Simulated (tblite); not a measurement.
# C5H11FO3Si: the cost of one run

The runs use tblite 0.8.0 and PySCF 2.14.0, with density-fitted response routines of our own; the level of theory stands in each step. All values are computed, except where a source is named. Atoms count from 0, in the outputs and in this text.

### 1 The molecule as given

21 atoms, charge 0, multiplicity 1; geometry from: force field or distance geometry start.

Bonds of the start (Å): C0–O1 1.41, O1–C2 1.38, C2–O3 1.41, O3–Si4 1.73, Si4–O5 1.73, O5–C6 1.38, C6–C7 1.53, C6–C8 1.52, C8–F9 1.35, C6–C2 1.47, C0–H10 1.10, C0–H11 1.11, C0–H12 1.10, C2–H13 1.12, Si4–H14 1.46, Si4–H15 1.44, C7–H16 1.10, C7–H17 1.11, C7–H18 1.11, C8–H19 1.13, C8–H20 1.13.

### 2 Optimising the geometry with GFN2-xTB

What the job is given:

```
{"job": {"kind": "relax", "xc": "GFN2-xTB", "basis": "xTB"}, "charge": 0, "multiplicity": 1}
C      2.288200    -0.475200     0.975000
O      1.290000     0.506200     0.804800
C      0.639900     0.179400    -0.363500
O      0.908900     1.253000    -1.237900
Si    -0.303100     2.321100    -0.608400
O     -1.540800     1.106100    -0.572400
C     -0.813400    -0.033300    -0.282600
C     -1.148400    -1.179900    -1.234200
C     -1.337900    -0.497800     1.067300
F     -0.837900    -1.672800     1.511800
H      2.875700    -0.325500     1.886900
H      1.785600    -1.467200     0.903600
H      2.948400    -0.393400     0.096500
H      1.135800    -0.746200    -0.763200
H      0.005200     2.699700     0.770400
H     -0.600100     3.431900    -1.470800
H     -0.493600    -1.091300    -2.111700
H     -2.225100    -1.176700    -1.485500
H     -0.944500    -2.105300    -0.651800
H     -1.186000     0.307000     1.849900
H     -2.455600    -0.622700     0.915200
```

Run with:

```sh
$ OMP_NUM_THREADS=1 python probes_run.py task.json out
```

This one command runs all jobs of the session in turn.

**Question.** How long does this first job take on 1 thread of Arm Neoverse N1, shared host, and how much memory does it need?

About 2 s, with a peak of 0.18 GiB.
